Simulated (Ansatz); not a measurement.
# Si48C47P: the cost of one run

Program: Ansatz 0.2.0, PAW, plane waves. These are calculated values, not measurements.

### 1 Starting point

96 atoms (48 Si, 47 C, 1 P); a = 9.234 Å, b = 10.663 Å, c = 10.076 Å, α = 90.00°, β = 90.00°, γ = 90.00°. All atoms were shaken off their sites by about 0.02 Å along each axis. Defect site 1: (0.333, 0.500, 0.687). Starting moments add up to 1 μB.

Plan of the steps: (2) PBEsol relaxation at the single k point (¼, ¼, ¼), on 1 × NVIDIA H100 80GB HBM3 with 4 threads of AMD EPYC 7R13; (3) HSE06 single point at the single k point (¼, ¼, ¼), on 1 × NVIDIA H100 80GB HBM3 with 4 threads of AMD EPYC 7R13; (4) r²SCAN single point at the single k point (¼, ¼, ¼), on 1 × NVIDIA H100 80GB HBM3 with 4 threads of AMD EPYC 7R13.

### 2 PBEsol relaxation in the fixed cell

Contents of in.yaml:

```yaml
crystal:
  lattice:
    - [9.234204, 0.000000, 0.000000]
    - [0.000000, 10.662740, 0.000000]
    - [0.000000, 0.000000, 10.075947]
  atoms:
    - { symbol: Si, position: [0.001075, 0.998370, 0.501074] }
    - { symbol: Si, position: [0.334317, 0.001804, 0.503406] }
    - { symbol: Si, position: [0.167591, 0.251833, 0.498816] }
    - { symbol: Si, position: [0.000618, 0.497975, 0.499513] }
    - { symbol: Si, position: [0.665266, 0.998336, 0.499745] }
    - { symbol: Si, position: [0.500508, 0.250304, 0.502232] }
    - { symbol: Si, position: [0.334175, 0.498032, 0.499357], spin: 0.2 }
    - { symbol: Si, position: [0.167927, 0.751676, 0.499201] }
    - { symbol: Si, position: [0.834903, 0.247968, 0.498281] }
    - { symbol: Si, position: [0.666691, 0.501364, 0.499201] }
    - { symbol: Si, position: [0.503625, 0.750170, 0.500787] }
    - { symbol: Si, position: [0.831660, 0.750131, 0.500714] }
    - { symbol: Si, position: [0.001887, 0.166486, 0.249723] }
    - { symbol: Si, position: [0.334089, 0.169928, 0.247760] }
    - { symbol: Si, position: [0.165758, 0.413292, 0.252358] }
    - { symbol: Si, position: [0.998154, 0.665657, 0.248208] }
    - { symbol: Si, position: [0.667882, 0.165523, 0.248115] }
    - { symbol: Si, position: [0.502974, 0.415887, 0.249708] }
    - { symbol: Si, position: [0.332289, 0.666532, 0.246865] }
    - { symbol: Si, position: [0.166908, 0.915504, 0.250663] }
    - { symbol: Si, position: [0.835523, 0.417552, 0.249558] }
    - { symbol: Si, position: [0.664902, 0.667170, 0.247837] }
    - { symbol: Si, position: [0.500244, 0.914395, 0.248629] }
    - { symbol: Si, position: [0.833297, 0.915201, 0.248712] }
    - { symbol: Si, position: [0.166909, 0.085173, 0.748970] }
    - { symbol: Si, position: [0.997559, 0.332417, 0.749698] }
    - { symbol: Si, position: [0.497487, 0.081375, 0.750966] }
    - { symbol: Si, position: [0.332844, 0.330874, 0.752853], spin: 0.2 }
    - { symbol: Si, position: [0.166839, 0.586519, 0.751912], spin: 0.2 }
    - { symbol: Si, position: [0.003251, 0.829836, 0.751427] }
    - { symbol: Si, position: [0.833623, 0.082860, 0.751852] }
    - { symbol: Si, position: [0.667860, 0.333214, 0.749151] }
    - { symbol: Si, position: [0.495318, 0.582240, 0.748557], spin: 0.2 }
    - { symbol: Si, position: [0.335286, 0.832769, 0.746101] }
    - { symbol: Si, position: [0.831796, 0.584983, 0.746928] }
    - { symbol: Si, position: [0.666699, 0.835872, 0.752361] }
    - { symbol: Si, position: [0.999789, 0.001674, 0.000868] }
    - { symbol: Si, position: [0.337011, 0.000219, 0.995582] }
    - { symbol: Si, position: [0.168754, 0.249625, 0.000986] }
    - { symbol: Si, position: [0.998210, 0.500454, 0.001529] }
    - { symbol: Si, position: [0.663053, 0.998440, 0.000485] }
    - { symbol: Si, position: [0.498242, 0.250980, 0.996905] }
    - { symbol: Si, position: [0.334265, 0.500204, 0.001753] }
    - { symbol: Si, position: [0.164126, 0.748579, 0.999469] }
    - { symbol: Si, position: [0.837899, 0.249809, 0.998122] }
    - { symbol: Si, position: [0.666458, 0.497444, 0.001564] }
    - { symbol: Si, position: [0.503334, 0.752262, 0.998134] }
    - { symbol: Si, position: [0.832491, 0.747836, 0.999426] }
    - { symbol: C, position: [0.000788, 0.999032, 0.187735] }
    - { symbol: C, position: [0.333753, 0.001078, 0.185945] }
    - { symbol: C, position: [0.168751, 0.247514, 0.189421] }
    - { symbol: C, position: [0.000092, 0.495452, 0.188298] }
    - { symbol: C, position: [0.666580, 0.997220, 0.186775] }
    - { symbol: C, position: [0.500394, 0.248549, 0.183263] }
    - { symbol: C, position: [0.331773, 0.503154, 0.185758] }
    - { symbol: C, position: [0.169797, 0.753221, 0.187374] }
    - { symbol: C, position: [0.832169, 0.250856, 0.188344] }
    - { symbol: C, position: [0.666332, 0.501181, 0.189522] }
    - { symbol: C, position: [0.501589, 0.753638, 0.187961] }
    - { symbol: C, position: [0.833081, 0.749782, 0.188942] }
    - { symbol: C, position: [0.995740, 0.998584, 0.686014] }
    - { symbol: C, position: [0.337539, 0.999252, 0.685027] }
    - { symbol: C, position: [0.164411, 0.250711, 0.684408] }
    - { symbol: C, position: [0.995067, 0.499187, 0.691117] }
    - { symbol: C, position: [0.666408, 0.998848, 0.686394] }
    - { symbol: C, position: [0.501237, 0.249151, 0.691169] }
    - { symbol: C, position: [0.167626, 0.747600, 0.689942] }
    - { symbol: C, position: [0.834554, 0.249671, 0.690030] }
    - { symbol: C, position: [0.669996, 0.498992, 0.687966] }
    - { symbol: C, position: [0.499952, 0.747441, 0.687782] }
    - { symbol: C, position: [0.832886, 0.748209, 0.686634] }
    - { symbol: C, position: [0.999235, 0.169876, 0.437546] }
    - { symbol: C, position: [0.332034, 0.165390, 0.438547] }
    - { symbol: C, position: [0.166957, 0.412397, 0.435318] }
    - { symbol: C, position: [0.998039, 0.665796, 0.439515] }
    - { symbol: C, position: [0.671267, 0.165655, 0.438889] }
    - { symbol: C, position: [0.496065, 0.417568, 0.435396] }
    - { symbol: C, position: [0.334870, 0.666357, 0.435044] }
    - { symbol: C, position: [0.168502, 0.915134, 0.438854] }
    - { symbol: C, position: [0.838437, 0.413755, 0.434566] }
    - { symbol: C, position: [0.667456, 0.663982, 0.439590] }
    - { symbol: C, position: [0.499481, 0.917221, 0.438642] }
    - { symbol: C, position: [0.831555, 0.913930, 0.440663] }
    - { symbol: C, position: [0.167725, 0.081364, 0.933931] }
    - { symbol: C, position: [0.998075, 0.335058, 0.941066] }
    - { symbol: C, position: [0.504317, 0.083072, 0.940850] }
    - { symbol: C, position: [0.333268, 0.332955, 0.937798] }
    - { symbol: C, position: [0.166334, 0.584206, 0.940569] }
    - { symbol: C, position: [0.002257, 0.834876, 0.935276] }
    - { symbol: C, position: [0.830842, 0.084804, 0.938484] }
    - { symbol: C, position: [0.666013, 0.332594, 0.935481] }
    - { symbol: C, position: [0.500136, 0.587264, 0.935673] }
    - { symbol: C, position: [0.335551, 0.830674, 0.935166] }
    - { symbol: C, position: [0.835054, 0.584423, 0.937160] }
    - { symbol: C, position: [0.663014, 0.834154, 0.936934] }
    - { symbol: P, position: [0.336376, 0.499844, 0.688232], spin: 0.2 }
  symmetry: { detect: false }
kpoints:
  mp_grid: { grid: [1, 1, 1], shift: [0.25, 0.25, 0.25] }
hamiltonian:
  xc: pbesol
magnetization:
  spin_polarized: true
scf:
  occupations: { method: fermi_dirac, width: 0.01 }
relax:
  f_tol: 0.03
  max_steps: 80
  escape_saddle: false
  adjacent_minimum: "off"
output:
  forces: true
  eigenvalues: true
  populations: true
```

On the command line:

```sh
> ansatz run in.yaml --threads 4 --pin off --max-ram 42750MiB --runs-dir r --events-out ev --progress --plain --backend cuda --devices 0, --max-vram 37GiB
```

What time and memory should one allow on 1 × NVIDIA H100 80GB HBM3 with 4 threads of AMD EPYC 7R13, shared host?

About 14 s, with a peak of 1.5 GiB on the host.
